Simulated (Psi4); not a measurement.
# triplet GeH4S at 3 levels

Aim: a comparison of 3 runs (UHF/STO-3G, UHF/3-21G, UHSE06/def2-SVPD) of triplet GeH4S. 

Program for the calculation: Psi4 1.11.

2 further runs of the same task are left out: 2 set aside as unsound or not needed.

### 1 Starting point

GeH4S has 6 atoms, charge 0, and is taken as a triplet. SMILES of the parent species: `[SH][GeH3]`. The coordinates come from a PBE0-D4/def2-TZVP relaxation. That shape belongs to the parent species and isn't relaxed for this state.

Bond lengths: S1–Ge2 2.224 Å, S1–H3 1.343 Å, Ge2–H4 1.536 Å, Ge2–H5 1.536 Å, Ge2–H6 1.533 Å. Angles: S1–Ge2–H4 110.4°, S1–Ge2–H5 110.4°, S1–Ge2–H6 104.8°, Ge2–S1–H3 94.6°, H4–Ge2–H5 109.8°, H4–Ge2–H6 110.6°, H5–Ge2–H6 110.6°.

### 2 Energy and gradient at UHF/STO-3G (run 1)

Contents of run.py:

```python
import psi4

psi4.set_memory(1600000000)
psi4.set_num_threads(1)
psi4.core.set_output_file('output.dat', False)

mol = psi4.geometry("""
0 3
S      0.843400    -1.117400     1.012200
Ge    -0.180000     0.501500    -0.118600
H      0.574500    -2.069200     0.103800
H     -1.667600     0.166300    -0.305900
H      0.485600     0.702400    -1.488700
H     -0.013600     1.752500     0.751000
symmetry c1
""")

psi4.set_options(dict(reference='uhf', puream=True, e_convergence=1e-09, d_convergence=1e-08, scf_type='pk', maxiter=200))

E = psi4.gradient('hf/STO-3G', molecule=mol)
print('gradient / Eh bohr^-1')
print(E.np.round(6))
```

Started as:

```bash
python run.py
```

output.dat:

```text
[...]
  Running in c1 symmetry.
[...]
  Nuclear repulsion =  176.863776321841016
[...]
  Multiplicity = 3
[...]
  Nalpha       = 27
  Nbeta        = 25
[...]
    Number of basis functions: 31
[...]
   @UHF iter   1: -2446.65719116561058   -3.10224e+00   2.00965e-02 ADIIS/DIIS
[...]
   @UHF iter  14: -2447.02735651620060   -4.54747e-13   4.31374e-09 DIIS
[...]
   @S^2 Observed:                2.009939601E+00
[...]
    Orbital Energies [Eh]
    ---------------------
    Alpha Occupied:
       1A   -400.431514     2A    -90.829554     3A    -50.280051
       4A    -45.344829     5A    -45.342500     6A    -45.342336
       7A     -8.735712     8A     -6.381763     9A     -6.375626
      10A     -6.367106    11A     -6.359644    12A     -4.421341
      13A     -4.414624    14A     -4.414503    15A     -0.990157
      16A     -0.629771    17A     -0.563596    18A     -0.554595
      19A     -0.552769    20A     -0.551598    21A     -0.551137
      22A     -0.513659    23A     -0.443041    24A     -0.423111
      25A     -0.361951    26A     -0.354708    27A      0.019055
    Alpha Virtual:
[...]
  @UHF Final Energy: -2447.02735651620060
   => Energetics <=
    Nuclear Repulsion Energy =            176.8637763218410157
    One-Electron Energy =               -3785.7098253748540628
    Two-Electron Energy =                1161.8186925368122502
    Total Energy =                      -2447.0273565162005980
  UHF NO Occupations:
  HONO-2 :   25  A 1.9966042
  HONO-1 :   26  A 1.0000000
[...]
 Multipole Moments:
 ------------------------------------------------------------------------------------
     Multipole            Electronic (a.u.)      Nuclear  (a.u.)        Total (a.u.)
 ------------------------------------------------------------------------------------
 L = 1.  Multiply by 2.5417464519 to convert [e a0] to [Debye]
 Dipole X            :         -1.3160062            1.7910691            0.4750629
 Dipole Y            :          3.0350046           -4.1162732           -1.0812686
 Dipole Z            :         -1.0317701            1.4107932            0.3790231
 Magnitude           :                                                    1.2403568
[...]
  -Total Gradient:
     Atom            X                  Y                   Z
    ------   -----------------  -----------------  -----------------
       1       -0.100301337943     0.152375408110    -0.113720010139
       2        0.098875839789    -0.142089660110     0.115789607465
       3        0.001388640432    -0.006167777188    -0.000210847661
       4       -0.034452127081    -0.024332178884     0.001256317438
       5        0.025986998378    -0.009283659780    -0.031937370877
       6        0.008501986374     0.029497867880     0.028822303822
[...]
```

The script printed:

```text
gradient / Eh bohr^-1
[[-0.100301  0.152375 -0.11372 ]
 [ 0.098876 -0.14209   0.11579 ]
 [ 0.001389 -0.006168 -0.000211]
 [-0.034452 -0.024332  0.001256]
 [ 0.025987 -0.009284 -0.031937]
 [ 0.008502  0.029498  0.028822]]
```

Wall time 1.8 s (1 thread of Intel Xeon Platinum 8488C (Sapphire Rapids), shared host); peak memory 0.2 GiB.

### 3 A single-point energy at UHF/3-21G (run 2)

Contents of job.py:

```python
import psi4

psi4.set_memory(1600000000)
psi4.set_num_threads(1)
psi4.set_output_file('psi4.out', False)

mol = psi4.geometry("""
0 3
S      0.843400    -1.117400     1.012200
Ge    -0.180000     0.501500    -0.118600
H      0.574500    -2.069200     0.103800
H     -1.667600     0.166300    -0.305900
H      0.485600     0.702400    -1.488700
H     -0.013600     1.752500     0.751000
symmetry c1
no_reorient
no_com
""")

psi4.set_options({
    'basis': '3-21G',
    'reference': 'uhf',
    'puream': True,
    'e_convergence': 1e-09,
    'd_convergence': 1e-08,
    'scf_type': 'pk',
    'maxiter': 200,
})

energy_value, wavefunction = psi4.energy('scf', return_wfn=True)
psi4.oeprop(wavefunction, 'MAYER_INDICES', 'LOWDIN_CHARGES', 'WIBERG_LOWDIN_INDICES', title='SCF')
print('E =', round(energy_value, 9))
for k, v in sorted(psi4.core.scalar_variables().items()):
    print(f'{k:45s} {v:18.10f}')
```

Started as:

```bash
python job.py
```

psi4.out:

```text
[...]
  Running in c1 symmetry.
[...]
  Nuclear repulsion =  176.863776321841016
[...]
  Multiplicity = 3
[...]
  Nalpha       = 27
  Nbeta        = 25
[...]
    Number of basis functions: 43
[...]
   @UHF iter   1: -2462.47576515287710   -3.47723e+00   1.91348e-02 DIIS/ADIIS
[...]
   @UHF iter  17: -2463.00481835065921   -9.09495e-13   5.06814e-09 DIIS
[...]
   @S^2 Observed:                2.010331467E+00
[...]
    Orbital Energies [Eh]
    ---------------------
    Alpha Occupied:
       1A   -402.653794     2A    -91.400806     3A    -51.884733
       4A    -45.897059     5A    -45.894743     6A    -45.894666
       7A     -9.008160     8A     -7.119010     9A     -6.692050
      10A     -6.677157    11A     -6.675976    12A     -5.075872
      13A     -5.070434    14A     -5.070374    15A     -1.523645
      16A     -1.520442    17A     -1.519443    18A     -1.516519
      19A     -1.516263    20A     -1.107209    21A     -0.734862
      22A     -0.619494    23A     -0.551617    24A     -0.526165
      25A     -0.452740    26A     -0.449108    27A     -0.140554
    Alpha Virtual:
[...]
  @UHF Final Energy: -2463.00481835065921
   => Energetics <=
    Nuclear Repulsion Energy =            176.8637763218410157
    One-Electron Energy =               -3786.4515313212350520
    Two-Electron Energy =                1146.5829366487346306
    Total Energy =                      -2463.0048183506592068
  UHF NO Occupations:
  HONO-2 :   25  A 1.9974314
  HONO-1 :   26  A 1.0000000
[...]
 Multipole Moments:
 ------------------------------------------------------------------------------------
     Multipole            Electronic (a.u.)      Nuclear  (a.u.)        Total (a.u.)
 ------------------------------------------------------------------------------------
 L = 1.  Multiply by 2.5417464519 to convert [e a0] to [Debye]
 Dipole X            :        -12.9378924           13.4421888            0.5042964
 Dipole Y            :          1.1435910           -2.4158259           -1.2722349
 Dipole Z            :        -21.3094314           21.6566393            0.3472079
 Magnitude           :                                                    1.4118958
[...]
```

On the terminal:

```text
E = -2463.004818351
CURRENT ENERGY                                  -2463.0048183507
CURRENT REFERENCE ENERGY                        -2463.0048183507
DD SOLVATION ENERGY                                 0.0000000000
HF KINETIC ENERGY                                2464.8768381025
HF POTENTIAL ENERGY                             -4927.8816564532
HF TOTAL ENERGY                                 -2463.0048183507
HF VIRIAL RATIO                                     1.9992405220
NUCLEAR REPULSION ENERGY                          176.8637763218
ONE-ELECTRON ENERGY                             -3786.4515313212
PCM POLARIZATION ENERGY                             0.0000000000
PE ENERGY                                           0.0000000000
SCF ITERATION ENERGY                            -2463.0048183507
SCF ITERATIONS                                     17.0000000000
SCF TOTAL ENERGY                                -2463.0048183507
TWO-ELECTRON ENERGY                              1146.5829366487
```

Wall time 1.8 s (1 thread of Intel Xeon Platinum 8488C (Sapphire Rapids), shared host); peak memory 0.2 GiB.

### 4 The energy at UHSE06/def2-SVPD (run 3)

Contents of geh4s_ase.py:

```python
import numpy as np
from ase.calculators.psi4 import Psi4
from ase import Atoms

mol = Atoms(['S', 'Ge', 'H', 'H', 'H', 'H'], positions=[
    [0.843400, -1.117400, 1.012200],
    [-0.180000, 0.501500, -0.118600],
    [0.574500, -2.069200, 0.103800],
    [-1.667600, 0.166300, -0.305900],
    [0.485600, 0.702400, -1.488700],
    [-0.013600, 1.752500, 0.751000],
])
calc = Psi4(atoms=mol, method='hse06', basis='def2-SVPD', memory='1600MB', num_threads=1, charge=0, multiplicity=3, label='calc', reference='uks')
calc.psi4.set_options({'puream': True, 'e_convergence': 1e-09, 'd_convergence': 1e-08, 'scf_type': 'pk', 'dft_radial_points': 99, 'dft_spherical_points': 590, 'maxiter': 200})
mol.calc = calc

print(f'energy: {mol.get_potential_energy():.6f} eV')
```

Started as:

```bash
python geh4s_ase.py
```

calc.dat:

```text
[...]
  Running in c1 symmetry.
[...]
  Nuclear repulsion =  176.863776321841016
[...]
  Multiplicity = 3
[...]
  Nalpha       = 27
  Nbeta        = 25
[...]
    Number of basis functions: 97
[...]
   @UKS iter   1: -2475.03596295651778   -1.50207e+00   2.57562e-02 DIIS/ADIIS
[...]
   @UKS iter  20: -2476.64070911292492    0.00000e+00   8.11482e-09 DIIS
[...]
   @S^2 Observed:                2.006158922E+00
[...]
    Orbital Energies [Eh]
    ---------------------
    Alpha Occupied:
       1A   -399.048378     2A    -89.095488     3A    -49.883405
       4A    -44.371214     5A    -44.369944     6A    -44.369450
       7A     -8.085343     8A     -6.267473     9A     -6.030778
      10A     -6.021132    11A     -6.017665    12A     -4.423969
      13A     -4.420382    14A     -4.419183    15A     -1.218804
      16A     -1.217404    17A     -1.215549    18A     -1.213164
      19A     -1.212596    20A     -0.823136    21A     -0.567172
      22A     -0.472487    23A     -0.396113    24A     -0.380005
      25A     -0.343489    26A     -0.337079    27A     -0.078568
    Alpha Virtual:
[...]
  @UKS Final Energy: -2476.64070911292492
   => Energetics <=
    Nuclear Repulsion Energy =            176.8637763218410157
    One-Electron Energy =               -3798.1421372093304853
    Two-Electron Energy =                1225.2496738245029064
    DFT Exchange-Correlation Energy =     -80.6120220499384033
    Empirical Dispersion Energy =           0.0000000000000000
    VV10 Nonlocal Energy =                  0.0000000000000000
    Total Energy =                      -2476.6407091129244691
[...]
 Multipole Moments:
 ------------------------------------------------------------------------------------
     Multipole            Electronic (a.u.)      Nuclear  (a.u.)        Total (a.u.)
 ------------------------------------------------------------------------------------
 L = 1.  Multiply by 2.5417464519 to convert [e a0] to [Debye]
 Dipole X            :         -1.5530577            1.7910691            0.2380115
 Dipole Y            :          3.4513419           -4.1162732           -0.6649313
 Dipole Z            :         -1.2768547            1.4107932            0.1339385
 Magnitude           :                                                    0.7188342
[...]
```

Standard output:

```text
energy: -67392.826379 eV
```

Wall time 63 s (1 thread of Intel Xeon Platinum 8488C (Sapphire Rapids), shared host); peak memory 0.94 GiB.

### 5 The series

```
run             level      task               properties   energy (Eh)  dipole moment (D)  HOMO energy (eV)  LUMO energy (eV)  wall time
  1        UHF/STO-3G  gradient                        –  -2447.027357               3.15              0.52              3.88      1.8 s
  2         UHF/3-21G    energy  (mayer, lowdin, wiberg)  -2463.004818               3.59             -3.82             -1.76      1.8 s
  3  UHSE06/def2-SVPD    energy                        –  -2476.640709               1.83             -2.14                 –       63 s
```

### 6 Results

| quantity | value |
| --- | --- |
| run 3: total energy | -2476.64071 Eh |
| run 3: dipole moment | 1.83 D |
| run 3: HOMO energy (highest over α and β) | -2.14 eV |
| run 3: ⟨S²⟩ | 2.006 |

The dipole moment (its size) runs from 1.83 D (UHSE06/def2-SVPD) to 3.59 D (UHF/3-21G). The two ends differ in method and basis. In run 1 the basis is minimal, so the values are rough. All runs together took 67 s, the longest 63 s.
